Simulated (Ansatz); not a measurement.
# MoNH+ (doublet): the correlation ladder, def2-TZVPP

An exercise on one series of results from a longer session: the logs are not shown, and one member is left open.

The runs use Ansatz 0.2.0, Gaussian basis; def2-TZVPP, core rule «outside noble gas», up to 5 orbitals frozen.

To be run: UHF; ROHF; CCSD(T) on UHF.

2 further runs of the same task are left out: 2 set aside as unsound or not needed.

### The geometry

The geometry is a PBE0/def2-TZVP stationary point (not a proven minimum) of the parent state, kept for this charge and spin. No spin-orbit coupling is included. Elements past krypton take def2 core potentials.

3 atoms, charge 1, spin multiplicity 2.

Atoms are counted from 1 here; the program's logs count them from 0.

Bond lengths: Mo1–N2 1.662 Å, N2–H3 1.015 Å. Angles: Mo1–N2–H3 180.0°.

Set-up of the first run:

in.yaml

```yaml
crystal:
  periodic: [false, false, false]
  atoms:
    - {symbol: Mo, position_ang: [0.000000, 0.000000, 1.446270]}
    - {symbol: N, position_ang: [0.000000, 0.000000, -0.215519]}
    - {symbol: H, position_ang: [0.000000, 0.000000, -1.230751]}
basis:
  gaussian: {orbitals: def2-TZVPP}
total_charge: 1
magnetization: {spin_polarized: true, initial_magnetization: 1}
hamiltonian: {xc: hf}
output: {orbitals: {seedname: orbitals}}
```

Run with:

```sh
$ ansatz run in.yaml --threads 1 --pin off --events-out ev --progress --plain --max-ram 4096MiB --backend cpu
```

Among the steps run: UHF; ROHF; CCSD(T) on UHF.

One of the session's tables, all rows but one given; the rest of the session is left out.

| method | from UCCSD(T) (meV) |
| --- | --- |
| ROHF | +11668.5 |
| UMP2 | ? |
| UCCSD | +875.5 |
| UCCSD(T) | 0 |

Q: Estimate the row for UMP2 from the others.

As computed: from UCCSD(T) (meV): +1851.1. In the column «from UCCSD(T) (meV)» it lies between UCCSD (+875.5) and ROHF (+11668.5).

Left out of the table: UHF (another determinant or state than the rows shown).

The program flags UCCSD(T) as in doubt (see the logs), so the zero of the table is itself unsure.

Caveats from the session: The determinant is far from a pure spin state, so its energy mixes those of several spin states (harmless only where they are near-degenerate, as at dissociation). The program flags UCCSD(T) as in doubt, so the zero of the table is itself unsure. Warnings: spin contamination; coupled cluster took another determinant than the lowest.
